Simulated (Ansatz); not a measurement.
**Caesium, simple cubic under LDA: from relaxation to bulk modulus**

The plan for caesium in the simple cubic structure: relax it, solve it on a dense k-mesh, switch on spin-orbit coupling, then scale the cell to 7 volumes from 88 to 112 % of the relaxed one and try a fit of the equation of state. The k-meshes are 7×7×7 for the relaxation; 11×11×11 for the dense run; 7×7×7 for spin-orbit coupling; 8×8×8 for the volumes.

This is Cs in the simple cubic structure; at room conditions it is bcc.

Method: DFT LDA (PW92), plane waves (420 eV) with PAW, scalar-relativistic; the PAW data stem from PBE, with regenerated cores, in Ansatz 0.2.0.

## Step 1: The structure to begin with

Symmetry: Pm-3m, No. 221, cubic system. The conventional cell has a = 4.923 Å, b = 4.923 Å, c = 4.923 Å, α = 90.00°, β = 90.00°, γ = 90.00°.

Coordinates:

```cif
data_structure
_symmetry_space_group_name_H-M 'P 1'
_symmetry_Int_Tables_number 1
_cell_length_a 4.9226
_cell_length_b 4.9226
_cell_length_c 4.9226
_cell_angle_alpha 90.000
_cell_angle_beta 90.000
_cell_angle_gamma 90.000
_cell_volume 119.28
loop_
_atom_site_label
_atom_site_type_symbol
_atom_site_fract_x
_atom_site_fract_y
_atom_site_fract_z
_atom_site_occupancy
Cs1 Cs 0.00000 0.00000 0.00000 1
```

## Step 2: Relaxing cell and atoms

Contents of input.yaml:

```yaml
crystal:
  lattice:
    - [4.9225963477, 0.0, 0.0]
    - [0.0, 4.9225963477, 0.0]
    - [0.0, 0.0, 4.9225963477]
  atoms:
    - { symbol: Cs, position: [0.0, 0.0, 0.0] }
hamiltonian:
  xc: lda
  pseudopotentials:
    kind: paw
    azcp:
      Cs: "pseudopotentials/Cs.paw.azcp"
basis:
  ecutwfc: 420
  fft_grid_basis: typed
kpoints:
  mp_grid: { grid: [7, 7, 7], shift: [0, 0, 0] }
magnetization:
  spin_polarized: false
scf:
  occupations: { method: fermi_dirac, width: 0.1 }
relax:
  max_steps: 60
  f_tol: 0.01
  cell: {}
```

The runs that follow: Dense single point; Spin-orbit coupling switched on; At 88 % of the relaxed volume; At 92 % of the relaxed volume; At 96 % of the relaxed volume; At 100 % of the relaxed volume; At 104 % of the relaxed volume; At 108 % of the relaxed volume; At 112 % of the relaxed volume.

**Question.** What will these runs give? Wanted: space group; conventional cell; volume; shortest distance; gap on the mesh; relative to bcc; V₀, B₀, B₀′.

**Answer**, as computed:

| quantity | value |
| --- | --- |
| space group (spins left aside) | Pm-3m (No. 221) |
| conventional cell | a = 4.737 Å |
| volume | 106.273 Å³/atom |
| shortest distance | 4.737 Å |
| gap on the mesh | none (levels filled in part) |
| relative to bcc | +104 meV/atom |
| V₀, B₀, B₀′ | 107.559 Å³/atom, 2.0 GPa, 2.2 |

What this shows: The relaxation shrank the cell by 10.9 % in volume. Against the reference form of caesium (bcc, computed apart with the same settings) it stands 104 meV/atom higher. No gap shows: it is a metal or semimetal at this level. Totals with and without spin-orbit coupling (-4.1 eV/atom apart) can't be read as binding, since the two-component data shift the zero of energy. B₀ comes out at 2.0 GPa, a soft solid. The symmetry was held, so the structure may be unstable against distortions that break it.
